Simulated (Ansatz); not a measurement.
# InCl (SMILES [Cl][In]) at BLYP/STO-3G

Aim: the electronic atomisation energy of InCl at BLYP/STO-3G, from 3 runs. 

Program for the calculation: Ansatz 0.2.0.

34 further runs of the same task are left out: 5 that didn't finish, 29 set aside as unsound or not needed.

## Step 1: The system as given

InCl has 2 atoms, charge 0, and is taken as a singlet. As SMILES, `[Cl][In]`. Geometry: a GFN2-xTB relaxation, a rough one for these elements and not checked as a minimum.

Bond lengths: Cl1–In2 2.386 Å.

## Step 2: The energy at BLYP/STO-3G

in.yaml

```yaml
crystal:
  periodic: [false, false, false]
  atoms:
    - symbol: Cl
      position_ang: [0.000000, 0.000000, 0.000000]
    - symbol: In
      position_ang: [0.000000, 0.000000, 2.385660]
basis:
  gaussian: {orbitals: STO-3G}
hamiltonian: {xc: {name: BLYP}}
accuracy: high
```

The run is started by

```
$ ansatz run in.yaml --threads 1 --pin off --max-ram 2610MiB --events-out events.jsonl --progress --plain --runs-dir runs
```

The log of the run:

```text
Warning: RAYON_NUM_THREADS=1 ignored (pool sized by the plan → 1); use --threads N
Functional definition: BLYP
  name "BLYP"
  parameter beta = 0.0042
  parameter a = 0.04918
  parameter b = 0.132
  parameter c = 0.2533
  parameter d = 0.349
  exchange = b88_x(beta = beta)
  correlation = lyp_c(a = a, b = b, c = c, d = d)
637 factors; integrals over basis functions are off by at most 7.3e-9 eV
mean field evaluation 1: about -167073.6536 eV, gradient 1.1e1 eV
mean field evaluation 2: about -167067.0429 eV, gradient 4.3e1 eV
mean field evaluation 4: about -167074.7210 eV, gradient 2.9e-1 eV
mean field evaluation 8: about -167074.7165 eV, gradient 2.1e-3 eV
mean field evaluation 16: about -167074.7165 eV, gradient 3.1e-8 eV
mean field -167074.71650146 eV, -6139.8825841182 hartree, gradient 3.1e-8 eV, S^2 0.000000; 0 other end points of the search recorded, 0 dependent functions left out
reference -167074.71653581 eV, -6139.8825853806 hartree; 33, 33 occupied and 3, 3 virtual orbitals, 637 factors
Total energy: -167074.71653581 eV, -6139.8825853806 hartree
```

Wall time 1.3 s (1 thread of Arm Neoverse V2, shared host); peak memory 0.095 GiB.

## Step 3: The Cl atom

molecule.yaml

```yaml
crystal:
  periodic: [false, false, false]
  atoms:
    - {symbol: Cl, position_ang: [0.000000, 0.000000, 0.000000]}
basis:
  gaussian:
    orbitals: STO-3G
magnetization:
  spin_polarized: true
  initial_magnetization: 1
hamiltonian:
  xc: {name: BLYP}
accuracy: high
```

Run the same way, it converges to -455.06886 Eh (log not shown).

## Step 4: The In atom, same level

run.yaml

```yaml
crystal:
  periodic: [false, false, false]
  atoms:
    - symbol: In
      position_ang: [0.000000, 0.000000, 0.000000]
basis:
  gaussian:
    orbitals: STO-3G
hamiltonian:
  xc: {name: BLYP}
accuracy: high
magnetization:
  spin_polarized: true
  initial_magnetization: 1
```

The run is started by

```
$ ansatz run run.yaml --threads 1 --pin off --max-ram 2610MiB --events-out events.jsonl --progress --plain --runs-dir runs
```

The log of the run, cut to the lines that bear on the results:

```text
Warning: RAYON_NUM_THREADS=1 ignored (pool sized by the plan → 1); use --threads N
[... 2 set-up lines as earlier in the session ...]
[...]
251 factors; integrals over basis functions are off by at most 4.7e-9 eV
[...]
mean field -154685.04869945 eV, -5684.5706904131 hartree, gradient 1.7e-8 eV, S^2 0.750000; 2 other end points of the search recorded, 0 dependent functions left out
reference -154685.04872873 eV, -5684.5706914890 hartree; 25, 24 occupied and 2, 3 virtual orbitals, 251 factors
Total energy: -154685.04872873 eV, -5684.5706914890 hartree
```

Run time: 1.6 s. Hardware: 1 thread of Arm Neoverse V2, shared host; peak memory 0.098 GiB.

## Step 5: Results

At BLYP/STO-3G:

```
                     quantity           value
       molecule: total energy  -6139.88259 Eh
        Cl atom: total energy   -455.06886 Eh
                Cl atom: ⟨S²⟩           0.750
        In atom: total energy  -5684.57069 Eh
                In atom: ⟨S²⟩           0.750
electronic atomisation energy        6.613 eV
```

In words: Taking the molecule apart into free atoms costs 6.61 eV (153 kcal/mol), before zero-point energy and without spin-orbit coupling. In a minimal basis such a difference can be off by several eV, whatever the method. Relativity is left out (molecule) although the molecule holds a heavy atom. Relativity is left out (In atom) although the molecule holds a heavy atom.
